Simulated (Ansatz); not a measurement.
C₂H₇BPSi, SMILES C=CBP[SiH2]: vertical spin-state energies, run with the Ansatz DFT code, driven from Python.

Script `run_spin.py`:
```python
"""Gap between spin states of C2H7BPSi at one geometry."""

import ansatz as az
from ase import Atoms

atoms = Atoms(["C", "C", "B", "P", "Si", "H", "H", "H", "H", "H", "H", "H"], positions=[
    (-2.0739, 0.9018, 0.7843),
    (-1.6867, -0.0735, -0.0425),
    (-0.1925, -0.5464, -0.1693),
    (1.2264, 0.2207, 0.9059),
    (2.8672, -0.5045, -0.3847),
    (-1.3691, 1.4264, 1.4212),
    (-3.1201, 1.1863, 0.8287),
    (-2.43, -0.5674, -0.6602),
    (0.052, -1.4296, -0.9155),
    (1.1575, 1.5207, 0.2611),
    (2.9931, -1.9625, -0.2416),
    (2.5761, -0.172, -1.7874),
])
system = az.Crystal.molecule_from_ase(atoms)

setup = (
    system.calculation()
    .basis(gaussian="def2-SVPD")
    .functional("pbe0")
)
found = {}
for unpaired in [1, 3]:
    report = setup.spin("collinear", total=unpaired).run(threads=1, backend="cpu").report
    s = unpaired / 2
    found[unpaired] = report["free_energy_ev"]
    print(f"2S+1 = {unpaired + 1}: E = {found[unpaired]:.5f} eV, <S^2> = {abs(report['mean_field']['state']['spin_squared']):.3f} (pure state {s * (s + 1):.2f})")
lowest = min(found, key=found.get)
for unpaired, e in found.items():
    print(f"multiplicity {unpaired + 1}: {23.060548 * (e - found[lowest]):.1f} kcal/mol above the lowest")
```

Which spin state is lowest at this geometry, and how far above lie the others?

In order: multiplicity 2 (+0.00 eV) and multiplicity 4 (+3.27 eV), all at the one geometry.

The output:

```console
$ python run_spin.py
2S+1 = 2: E = -20010.79715 eV, <S^2> = 0.753 (pure state 0.75)
2S+1 = 4: E = -20007.52592 eV, <S^2> = 3.764 (pure state 3.75)
multiplicity 2: 0.0 kcal/mol above the lowest
multiplicity 4: 75.4 kcal/mol above the lowest
```

What to keep in mind:
- Total energies depend on the basis set; only differences at equal settings carry meaning.
- The geometry is a force-field or estimated start, not a minimum of this method, and the basis set is short of its limit. All parts are taken at fixed geometry, without zero-point energy.
- The species is open-shell (spin multiplicity 2).
- Wall time of the script: 42 s on 1 thread of Intel(R) Xeon(R) Processor @ 2.30GHz, on a shared host, peak memory 0.86 GiB.
